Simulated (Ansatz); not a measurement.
This script makes the interaction energy of a dimer with the counterpoise correction of BCl₂H, SMILES ClBCl with Ansatz 0.2.0, Python API.

`run_dimer.py`
```python
"""Interaction energy of two BCl2H molecules, with the counterpoise correction."""

import ansatz as az

FIRST = [
    ("Cl", (-1.598, -0.7275, 0.0193)),
    ("B", (-0.0105, 0.1515, -0.0767)),
    ("Cl", (1.4298, -0.6137, 0.7136)),
    ("H", (0.1787, 1.1898, -0.6561)),
]
SECOND = [
    ("Cl", (-3.8613, -1.6523, 1.3909)),
    ("B", (-3.6739, -2.1461, 3.1297)),
    ("Cl", (-5.0282, -1.7593, 4.2701)),
    ("H", (-2.7359, -2.746, 3.5879)),
]

def energy(atoms, ghosts=()):
    molecule = az.Crystal.molecule()
    for symbol, xyz in atoms:
        molecule = molecule.atom(symbol, xyz)
    calc = (
        molecule.calculation()
        .basis(gaussian="cc-pVDZ")
        .functional("PBE0")
    )
    deck = calc.input()
    if ghosts:
        deck = deck.set(az.key.basis.gaussian.ghost_atoms, [{"symbol": s, "position_ang": list(xyz)} for s, xyz in ghosts])
    return az.Session.from_dict(deck).plan().execute().report["free_energy_ev"]


def main() -> None:
    # monomers in their own basis and in the basis of the dimer
    both = energy(FIRST + SECOND)
    alone = energy(FIRST) + energy(SECOND)
    ghosted = energy(FIRST, SECOND) + energy(SECOND, FIRST)
    print(f"dimer {both:.6f} eV")
    print(f"interaction, uncorrected   {(both - alone):8.3f} eV")
    print(f"interaction, counterpoise  {(both - ghosted):8.3f} eV")
    print(f"basis-set superposition    {(alone - ghosted):8.3f} eV")


if __name__ == "__main__":
    main()
```

How large is the interaction at this pose, and how much of it is basis-set superposition?

Uncorrected it is 0.286 eV, with the counterpoise correction 0.303 eV; the difference, 0.02 eV, is the superposition error. In this basis both values are repulsive.

The output:

```console
$ python run_dimer.py
dimer -51461.330782 eV
interaction, uncorrected      0.286 eV
interaction, counterpoise     0.303 eV
basis-set superposition       0.017 eV
```

Reading the output:
- Total energies depend on the basis set; only differences at equal settings carry meaning.
- The dimer is a generated trial pose of unrelaxed monomers, not a minimum, so the figure is no binding energy, and the basis set is small.
- This level lacks the dispersion part of the attraction (electrostatics and induction are there), which can decide the sign where the interaction is weak.
- The whole script took 12 s on 1 thread of AMD EPYC 7R43 64-Core Processor (Zen 3) (shared host), peak memory 0.32 GiB.

(Lines on the test bed's own set-up are left out of the output.)
